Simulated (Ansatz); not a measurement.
# BH3O3 (SMILES OB(O)O): functionals against CCSD(T) at one geometry

The task here is to estimate one member of a computed series from the others.

The runs use Ansatz 0.2.0, Gaussian basis; single points in def2-TZVPP.

Correlated methods freeze the cores. B3LYP uses VWN-RPA correlation.

### The system as given

SMILES `OB(O)O`, 7 atoms, charge 0, spin multiplicity 1.

Atoms are counted from 1 here; the program's logs count them from 0.

Bond lengths: O1–B2 1.408 Å, O1–H5 0.992 Å, B2–O3 1.401 Å, B2–O4 1.446 Å, O3–H6 0.996 Å, O4–H7 0.980 Å. Angles: B2–O1–H5 117.9°, O1–B2–O3 118.0°, O1–B2–O4 122.4°, O3–B2–O4 119.6°, B2–O3–H6 113.6°, B2–O4–H7 117.8°.

Coordinates:

| atom | x (Å) | y (Å) | z (Å) |
| --- | --- | --- | --- |
| O1 | -1.1395 | 0.8279 | 0.3244 |
| B2 | 0.0021 | 0.0069 | 0.2523 |
| O3 | 0.5223 | -0.5013 | 1.4497 |
| O4 | 0.6083 | -0.3691 | -1.0053 |
| H5 | -1.5176 | 1.1740 | -0.5250 |
| H6 | 1.3225 | -1.0812 | 1.3234 |
| H7 | 0.2081 | -0.0178 | -1.8281 |

Set-up of the first run:

File run/in.yaml:

```yaml
crystal:
  periodic: [false, false, false]
  atoms:
    - {symbol: O, position_ang: [-1.139500, 0.827900, 0.324400]}
    - {symbol: B, position_ang: [0.002100, 0.006900, 0.252300]}
    - {symbol: O, position_ang: [0.522300, -0.501300, 1.449700]}
    - {symbol: O, position_ang: [0.608300, -0.369100, -1.005300]}
    - {symbol: H, position_ang: [-1.517600, 1.174000, -0.525000]}
    - {symbol: H, position_ang: [1.322500, -1.081200, 1.323400]}
    - {symbol: H, position_ang: [0.208100, -0.017800, -1.828100]}
basis:
  gaussian: {orbitals: def2-TZVPP}
correlation: {method: ccsd_t}
output: {forces: true}
```

On the command line:

```console
ansatz run in.yaml --threads 8 --pin off --events-out ev --progress --plain --max-ram 10444MiB
```

Among the steps run: CCSD(T)/def2-TZVPP; PBE0-D4/def2-TZVPP; wB97M-V/def2-TZVPP; r2SCAN-D4/def2-TZVPP; PBE-D4/def2-TZVPP; B3LYP-D4/def2-TZVPP; B97M-V/def2-TZVPP.

One table of the session follows, with a row left open; its other results are not shown here.

| method | RMS force component (eV/Å) | angle to CCSD(T) forces (°) | dipole (D) |
| --- | --- | --- | --- |
| CCSD(T) | 0.858 | reference | 2.71 |
| PBE0-D4 | 0.927 | 6.3 | 2.73 |
| wB97M-V | 0.880 | 5.2 | 2.74 |
| r2SCAN-D4 | 0.849 | 4.6 | 2.69 |
| PBE-D4 | ? | ? | ? |
| B3LYP-D4 | 0.851 | 6.5 | 2.73 |
| B97M-V | 0.958 | 4.7 | 2.64 |

Q: Estimate the row for PBE-D4 from the others.

The run gave: RMS force component (eV/Å): 0.665; angle to CCSD(T) forces (°): 10.5; dipole (D): 2.63. In the column «RMS force component (eV/Å)» it is the lowest.

To keep in mind: The reference is not at the basis limit: in triple zeta CCSD(T) underbinds, which counts against methods that bind more; the gaps are no ranking.
